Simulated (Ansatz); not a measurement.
**C3H5F3Ge: up Jacob's ladder to CCSD(T)**

An exercise on one series of results from a longer session: the logs are not shown, and one member is left open.

Program: Ansatz 0.2.0, Gaussian basis. Level of theory: functionals in def2-TZVPP, the program's frozen cores in correlated methods. These are calculated values, not measurements.

Plan: LDA (SPW92), PBE-D4, revPBE-D4, BLYP-D4, r2SCAN-D4, B97M-V, PBE0-D4, B3LYP-D4, r2SCANh-D4, r2SCAN0-D4, HSE06-D4, BHLYP-D4, CAM-B3LYP-D4, LC-ωPBE, ωB97X-V, ωB97M-V, B2PLYP, PBE-QIDH; CCSD(T)/def2-SVP; MP2/def2-TZVPP; MP2/def2-QZVPP; RPA on PBE.

## Structure used throughout

The geometry comes from an earlier relaxation with PBE0-D4 in a triple-zeta def2 set; it is a stationary point, not always the lowest conformer.

SMILES `C=C[CH2][Ge]([F])([F])[F]`, 12 atoms, charge 0, spin multiplicity 1.

Atoms are counted from 1 here; the program's logs count them from 0.

Bond lengths: C1–C2 1.325 Å, C1–H8 1.085 Å, C1–H9 1.083 Å, C2–C3 1.492 Å, C2–H10 1.087 Å, C3–Ge4 1.931 Å, C3–H11 1.094 Å, C3–H12 1.092 Å, Ge4–F5 1.716 Å, Ge4–F6 1.713 Å, Ge4–F7 1.715 Å. Angles: C2–C1–H8 121.7°, C2–C1–H9 121.2°, H8–C1–H9 117.1°, C1–C2–C3 124.3°, C1–C2–H10 119.6°, C3–C2–H10 116.1°, C2–C3–Ge4 111.4°, C2–C3–H11 112.2°, C2–C3–H12 112.1°, Ge4–C3–H11 105.9°, Ge4–C3–H12 106.7°, H11–C3–H12 108.3°, C3–Ge4–F5 113.2°, C3–Ge4–F6 113.5°, C3–Ge4–F7 112.8°, F5–Ge4–F6 105.4°, F5–Ge4–F7 105.6°, F6–Ge4–F7 105.6°.

The first run:

Contents of in.yaml:

```yaml
crystal:
  periodic: [false, false, false]
  atoms:
    - {symbol: C, position_ang: [0.589070, -0.926979, 1.790053]}
    - {symbol: C, position_ang: [0.897328, -0.256987, 0.689206]}
    - {symbol: C, position_ang: [0.256172, -0.482574, -0.638591]}
    - {symbol: Ge, position_ang: [-0.913925, 0.978150, -1.114560]}
    - {symbol: F, position_ang: [-1.466327, 0.902033, -2.736938]}
    - {symbol: F, position_ang: [-2.330353, 1.059279, -0.154630]}
    - {symbol: F, position_ang: [-0.160099, 2.510414, -0.956215]}
    - {symbol: H, position_ang: [-0.164643, -1.707885, 1.790743]}
    - {symbol: H, position_ang: [1.080213, -0.714056, 2.731461]}
    - {symbol: H, position_ang: [1.651397, 0.524577, 0.730346]}
    - {symbol: H, position_ang: [0.991146, -0.552027, -1.445340]}
    - {symbol: H, position_ang: [-0.352879, -1.389047, -0.651534]}
basis:
  gaussian: {orbitals: def2-TZVPP}
hamiltonian: {xc: lda}
output: {orbitals: {seedname: orbitals}}
```

Run with:

```
$ ansatz run in.yaml --threads 4 --pin off --events-out ev --progress --plain --max-ram 11315MiB
```

Among the steps run: LDA; PBE-D4 (GGA); revPBE-D4 (GGA); BLYP-D4 (GGA); r2SCAN-D4 (meta-GGA); B97M-V (meta-GGA); B3LYP-D4 (hybrid); r2SCANh-D4 (hybrid); r2SCAN0-D4 (hybrid); HSE06-D4 (hybrid); BHLYP-D4 (hybrid); CAM-B3LYP-D4 (range-separated); LC-ωPBE (range-separated); ωB97X-V (range-separated); ωB97M-V (range-separated); B2PLYP (double hybrid); PBE-QIDH (double hybrid).

One table of the session follows, with a row left open; its other results are not shown here.

It belongs to the step «Orbital energies across the functionals». 

```
  functional  HOMO (eV)  gap (eV)
 LDA (SPW92)      -7.13      5.08
      PBE-D4      -6.91      5.17
   revPBE-D4      -6.83      5.21
     BLYP-D4      -6.76      5.11
   r2SCAN-D4      -7.11      5.63
      B97M-V          ?         ?
     PBE0-D4      -8.04      7.33
    B3LYP-D4      -7.83      6.84
  r2SCANh-D4      -7.54      6.43
  r2SCAN0-D4      -8.19      7.62
    HSE06-D4      -7.64      6.55
    BHLYP-D4      -9.03      9.40
CAM-B3LYP-D4      -9.38      9.76
     LC-ωPBE     -10.75     12.37
     ωB97X-V     -10.34     11.89
     ωB97M-V     -10.25     11.64
```

Estimate the missing values for B97M-V.

As computed: HOMO (eV): -7.10; gap (eV): 5.68. In the column «HOMO (eV)» it lies between r2SCAN-D4 (-7.11) and PBE-D4 (-6.91).
